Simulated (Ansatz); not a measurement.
# Cr (bcc type): the cost of one run

Computed with Ansatz 0.2.0 (DFT, PBE, all-electron LAPW, scalar-relativistic, unless a step's input says otherwise).

### 1 The system as given

Symmetry: Im-3m, No. 229, cubic system. The conventional cell has a = 2.846 Å, b = 2.846 Å, c = 2.846 Å, α = 90.00°, β = 90.00°, γ = 90.00°. Cr (site symmetry m-3m) has 8 Cr at 2.46 Å as nearest neighbours.

Structure file:

```
CELL_PARAMETERS angstrom
-1.42279 1.42279 1.42279
1.42279 -1.42279 1.42279
1.42279 1.42279 -1.42279
ATOMIC_POSITIONS crystal
Cr 0.00000 0.00000 0.00000
```

### 2 Bcc relaxed under pressure, LAPW

Contents of input.yaml:

```yaml
crystal:
  lattice:
    - [-1.4227854797, 1.4227854797, 1.4227854797]
    - [1.4227854797, -1.4227854797, 1.4227854797]
    - [1.4227854797, 1.4227854797, -1.4227854797]
  atoms:
    - { symbol: Cr, position: [0.0, 0.0, 0.0], spin: 2.0 }
magnetization:
  spin_polarized: true
kpoints:
  mp_grid: { grid: [19, 19, 19] }
scf:
  occupations: { method: fermi_dirac, width: 0.08 }
hamiltonian:
  xc: pbe
  pseudopotentials: { kind: all_electron, lapw: { basis_error: 0.0005 } }
output:
  forces: true
  stress: true
  eigenvalues: true
relax:
  f_tol: 0.005
  max_steps: 12
  cell: { p_target: 0.8, stress_tol: 0.03 }
```

Command:

```console
ansatz run input.yaml --threads 2 --pin off --max-ram 7168MiB --backend cpu --events-out ev --progress --plain --runs-dir out
```

Q: Estimate wall time and peak memory on 2 threads of Arm Neoverse V1, shared host.

About 40 s, with a peak of 0.53 GiB.
